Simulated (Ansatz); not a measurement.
# CH₇BGaNO: a ladder of functionals and wavefunction methods

The task here is to estimate one member of a computed series from the others.

Method: functionals in def2-TZVPP, the program's frozen cores in correlated methods; program: Ansatz 0.2.0, Gaussian basis.

The runs, in order: LDA (SPW92), PBE-D4, revPBE-D4, BLYP-D4, r2SCAN-D4, B97M-V, PBE0-D4, B3LYP-D4, r2SCANh-D4, r2SCAN0-D4, HSE06-D4, BHLYP-D4, CAM-B3LYP-D4, LC-ωPBE, ωB97X-V, ωB97M-V, B2PLYP, PBE-QIDH; CCSD(T)/def2-SVP; CCSD(T)/def2-TZVPP; MP2/def2-QZVPP; extrapolation to the limit; RPA on PBE.

### The relaxed structure

All runs share one geometry, relaxed beforehand with PBE0-D4 in a triple-zeta def2 set.

SMILES `CB(O)[NH][GaH2]`, 12 atoms, charge 0, spin multiplicity 1.

Atoms are counted from 1 here; the program's logs count them from 0.

Bond lengths: C1–B2 1.567 Å, C1–H6 1.095 Å, C1–H7 1.095 Å, C1–H8 1.091 Å, B2–O3 1.433 Å, B2–N4 1.383 Å, O3–H9 0.956 Å, N4–Ga5 1.912 Å, N4–H10 1.002 Å, Ga5–H11 1.568 Å, Ga5–H12 1.568 Å. Angles: B2–C1–H6 111.2°, B2–C1–H7 111.2°, B2–C1–H8 112.3°, H6–C1–H7 106.7°, H6–C1–H8 107.6°, H7–C1–H8 107.6°, C1–B2–O3 121.1°, C1–B2–N4 132.9°, O3–B2–N4 106.0°, B2–O3–H9 120.9°, B2–N4–Ga5 100.4°, B2–N4–H10 125.3°, Ga5–N4–H10 134.3°, N4–Ga5–H11 117.3°, N4–Ga5–H12 117.3°, H11–Ga5–H12 123.9°.

As a file:

```mol
CH7BGaNO
  3D, bonds by distance, orders not assigned

 12 11  0  0  0  0  0  0  0  0999 V2000
   -1.3813   -0.6202    1.1891 C   0  0
   -0.2821   -0.0619    0.2214 B   0  0
    0.7703   -0.9035   -0.2668 O   0  0
   -0.0623    1.1853   -0.3336 N   0  0
    1.5165    0.8340   -1.3540 Ga  0  0
   -0.9367   -1.0070    2.1122 H   0  0
   -1.9276   -1.4515    0.7308 H   0  0
   -2.1116    0.1408    1.4682 H   0  0
    0.8227   -1.8225   -0.0090 H   0  0
   -0.6327    1.9956   -0.1822 H   0  0
    2.8933    1.2014   -0.6988 H   0  0
    1.3316    0.5095   -2.8772 H   0  0
  1  2  8  0
  2  3  8  0
  2  4  8  0
  4  5  8  0
  1  6  8  0
  1  7  8  0
  1  8  8  0
  3  9  8  0
  4 10  8  0
  5 11  8  0
  5 12  8  0
M  END
```

The first run:

File in.yaml:

```yaml
crystal:
  periodic: [false, false, false]
  atoms:
    - {symbol: C, position_ang: [-1.381323, -0.620232, 1.189088]}
    - {symbol: B, position_ang: [-0.282138, -0.061922, 0.221377]}
    - {symbol: O, position_ang: [0.770323, -0.903550, -0.266841]}
    - {symbol: N, position_ang: [-0.062252, 1.185342, -0.333563]}
    - {symbol: Ga, position_ang: [1.516453, 0.834010, -1.353967]}
    - {symbol: H, position_ang: [-0.936691, -1.007009, 2.112211]}
    - {symbol: H, position_ang: [-1.927622, -1.451471, 0.730823]}
    - {symbol: H, position_ang: [-2.111565, 0.140779, 1.468199]}
    - {symbol: H, position_ang: [0.822658, -1.822471, -0.009039]}
    - {symbol: H, position_ang: [-0.632731, 1.995600, -0.182231]}
    - {symbol: H, position_ang: [2.893268, 1.201375, -0.698841]}
    - {symbol: H, position_ang: [1.331620, 0.509539, -2.877217]}
basis:
  gaussian: {orbitals: def2-TZVPP}
hamiltonian: {xc: lda}
output: {orbitals: {seedname: orbitals}}
```

Started as:

```
$ ansatz run in.yaml --threads 4 --pin off --events-out ev --progress --plain --max-ram 10444MiB
```

Among the steps run: LDA; PBE-D4 (GGA); revPBE-D4 (GGA); BLYP-D4 (GGA); r2SCAN-D4 (meta-GGA); B97M-V (meta-GGA); B3LYP-D4 (hybrid); r2SCANh-D4 (hybrid); r2SCAN0-D4 (hybrid); HSE06-D4 (hybrid); BHLYP-D4 (hybrid); CAM-B3LYP-D4 (range-separated); LC-ωPBE (range-separated); ωB97X-V (range-separated); ωB97M-V (range-separated); B2PLYP (double hybrid); PBE-QIDH (double hybrid).

One table of the session follows, with a row left open; its other results are not shown here.

It belongs to the step «Orbital energies across the functionals». 

| functional | HOMO (eV) | gap (eV) |
| --- | --- | --- |
| LDA (SPW92) | -6.00 | 4.71 |
| PBE-D4 | -5.86 | 4.81 |
| revPBE-D4 | -5.81 | 4.86 |
| BLYP-D4 | -5.74 | 4.73 |
| r2SCAN-D4 | -6.11 | 5.49 |
| B97M-V | -6.19 | 5.28 |
| PBE0-D4 | -7.15 | 6.93 |
| B3LYP-D4 | -6.93 | 6.42 |
| r2SCANh-D4 | -6.60 | 6.25 |
| r2SCAN0-D4 | -7.33 | 7.37 |
| HSE06-D4 | -6.75 | 6.16 |
| BHLYP-D4 | ? | ? |
| CAM-B3LYP-D4 | -8.53 | 9.15 |
| LC-ωPBE | -9.90 | 11.74 |
| ωB97X-V | -9.54 | 11.21 |
| ωB97M-V | -9.43 | 10.74 |

Q: Estimate the row for BHLYP-D4 from the others.

Worked estimate for «HOMO (eV)». Against the share of exact exchange, BLYP-D4 (0, -5.74), B3LYP-D4 (0.2, -6.93) give a slope of -5.95 per unit share; at 0.5 the line stands at -8.71.

The run gave: HOMO (eV): -8.34; gap (eV): 8.84. In «HOMO (eV)» the line misses by -0.37.
